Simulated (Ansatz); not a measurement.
# Ba4NbIr3O12: the cost of one run

Program: Ansatz 0.2.0. Level of theory: DFT PBE, scalar-relativistic, plane waves, PAW. These are calculated values, not measurements.

**1. Starting point**

It takes space group R-3m (No. 166, trigonal). The conventional cell has a = 5.759 Å, b = 5.759 Å, c = 28.697 Å, α = 90.00°, β = 90.00°, γ = 120.00°. Around Ba (site symmetry 3m) lie 12 O at 2.82 to 3.00 Å. Ba (site symmetry 3m) is surrounded by 12 O at 2.89 to 3.03 Å. Nb (site symmetry -3m) has 6 O at 2.06 Å in its first shell of neighbours. Ir (site symmetry 3m) has 6 O at 1.96 to 2.00 Å in its first shell of neighbours. Ir (site symmetry -3m) is surrounded by 6 O at 1.99 Å. O (site symmetry m) is surrounded by 1 Ir at 1.96 Å and 1 Nb at 2.06 Å and 2 Ba at 2.88 Å. O (site symmetry m) is surrounded by 2 Ir at 1.99 to 2.00 Å and 4 Ba at 2.82 to 2.94 Å.

Coordinates:

```cif
data_structure
_symmetry_space_group_name_H-M 'P 1'
_symmetry_Int_Tables_number 1
_cell_length_a 10.1272
_cell_length_b 10.1272
_cell_length_c 10.1272
_cell_angle_alpha 33.038
_cell_angle_beta 33.038
_cell_angle_gamma 33.038
_cell_volume 274.76
loop_
_atom_site_label
_atom_site_type_symbol
_atom_site_fract_x
_atom_site_fract_y
_atom_site_fract_z
_atom_site_occupancy
Ba1 Ba 0.28664 0.28664 0.28664 1
Ba2 Ba 0.71336 0.71336 0.71336 1
Ba3 Ba 0.12847 0.12847 0.12847 1
Ba4 Ba 0.87153 0.87153 0.87153 1
Nb1 Nb 0.00000 0.00000 0.00000 1
Ir1 Ir 0.58742 0.58742 0.58742 1
Ir2 Ir 0.50000 0.50000 0.50000 1
Ir3 Ir 0.41258 0.41258 0.41258 1
O1 O 0.29901 0.78895 0.78895 1
O2 O 0.78895 0.78895 0.29901 1
O3 O 0.78895 0.29901 0.78895 1
O4 O 0.21105 0.70099 0.21105 1
O5 O 0.70099 0.21105 0.21105 1
O6 O 0.21105 0.21105 0.70099 1
O7 O 0.14549 0.61193 0.61193 1
O8 O 0.61193 0.61193 0.14549 1
O9 O 0.38807 0.38807 0.85451 1
O10 O 0.85451 0.38807 0.38807 1
O11 O 0.38807 0.85451 0.38807 1
O12 O 0.61193 0.14549 0.61193 1
```

Starting moments: Nb 1.00; Ir 1.00 μB.

**2. First run, at the start cell**

input.yaml

```yaml
crystal:
  lattice:
    - [2.8795, 1.6624801, 9.5658]
    - [-2.8795, 1.6624801, 9.5658]
    - [0.0, -3.3249602, 9.5658]
  atoms:
    - { symbol: Ba, position: [0.286641, 0.286641, 0.286641] }
    - { symbol: Ba, position: [0.713359, 0.713359, 0.713359] }
    - { symbol: Ba, position: [0.128474, 0.128474, 0.128474] }
    - { symbol: Ba, position: [0.871526, 0.871526, 0.871526] }
    - { symbol: Nb, position: [1.0, 0.0, 0.0], spin: 1.0 }
    - { symbol: Ir, position: [0.587418, 0.587418, 0.587418], spin: 1.0 }
    - { symbol: Ir, position: [0.5, 0.5, 0.5], spin: 1.0 }
    - { symbol: Ir, position: [0.412582, 0.412582, 0.412582], spin: 1.0 }
    - { symbol: O, position: [0.299013, 0.788951, 0.788951] }
    - { symbol: O, position: [0.788951, 0.788951, 0.299013] }
    - { symbol: O, position: [0.788951, 0.299013, 0.788951] }
    - { symbol: O, position: [0.211049, 0.700987, 0.211049] }
    - { symbol: O, position: [0.700987, 0.211049, 0.211049] }
    - { symbol: O, position: [0.211049, 0.211049, 0.700987] }
    - { symbol: O, position: [0.145487, 0.611929, 0.611929] }
    - { symbol: O, position: [0.611929, 0.611929, 0.145487] }
    - { symbol: O, position: [0.388071, 0.388071, 0.854513] }
    - { symbol: O, position: [0.854513, 0.388071, 0.388071] }
    - { symbol: O, position: [0.388071, 0.854513, 0.388071] }
    - { symbol: O, position: [0.611929, 0.145487, 0.611929] }
basis:
  ecutwfc: 420
  ecutrho_ratio: 4
kpoints:
  mp_grid: { grid: [4, 4, 4] }
hamiltonian:
  xc: pbe
scf:
  occupations: { method: gaussian, width: 0.05 }
output:
  forces: true
  stress: true
  eigenvalues: true
  populations: true
magnetization:
  spin_polarized: true
relax:
  f_tol: 0.03
  max_steps: 60
  cell: { stress_tol: 0.3 }
```

The run is started by

```sh
$ ansatz run input.yaml --threads 8 --pin off --max-ram 22528MiB --backend cpu --events-out ev --progress --plain --runs-dir out
```

**Question.** How long does this run take on 8 threads of AMD EPYC 9R45 (Zen 5), shared host, and how much memory does it need?

About 33 s, with a peak of 2 GiB.
